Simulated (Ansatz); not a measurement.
Crystal: Ta3AsAu2O13.

```
Ta As Au O
1.0
     5.40201   -0.00077   -0.00162
    -2.01720    5.60758   -0.00284
    -0.71822   -1.86353    8.44196
Ta As Au O
3 1 2 13
Direct
  0.37386 0.58885 0.59831
  0.46236 0.26627 0.18689
  0.70830 0.86746 0.02761
  0.97877 0.98236 0.65371
  0.10388 0.53998 0.17237
  0.66302 0.32022 0.80522
  0.06196 0.03577 0.14158
  0.98182 0.01457 0.85130
  0.11152 0.27055 0.61508
  0.16027 0.81199 0.58364
  0.43055 0.53360 0.06777
  0.91171 0.61275 0.98081
  0.60406 0.15754 0.98626
  0.55565 0.98713 0.20984
  0.30756 0.45473 0.35006
  0.79668 0.50556 0.28659
  0.66380 0.88131 0.55106
  0.47145 0.71751 0.81742
  0.65279 0.45184 0.61449
```

The cell was built by a generator and needn't be a form met in nature.

Base run:

```yaml
Program: Ansatz 0.2.0
Functional: PBEsol
Potentials_or_basis: Ansatz PAW
Cutoff: 420 eV
Density_cutoff: 1680 eV
k_mesh: 6 × 5 × 3
Occupations: fermi-dirac, width 0.05 eV
Spin: no spin polarisation
```

Its results: band gap on the k mesh 0.50 eV, indirect (least direct gap 0.58 eV); pressure -5.7 GPa; largest force 0.340 eV/Å.

**Question.** The run is repeated on the same cell with these changes: functional from PBEsol to revPBE. What comes out?

**Answer.** Band gap on the k mesh 0.54 eV, indirect (least direct gap 0.61 eV); pressure 2.9 GPa; largest force 0.136 eV/Å.

revPBE binds less tightly than PBEsol, so the same cell stands under more pressure.

Caveats: spin-orbit coupling is left out, which moves the levels of the heavy elements; the PAW data sets come from PBE, with cores solved anew for the run's functional, which leaves a small shift of forces and pressure; the potentials were made for another functional, which shifts forces and pressure (some runs).

A k mesh can miss the band edges.

Not every run made on this cell is shown here.
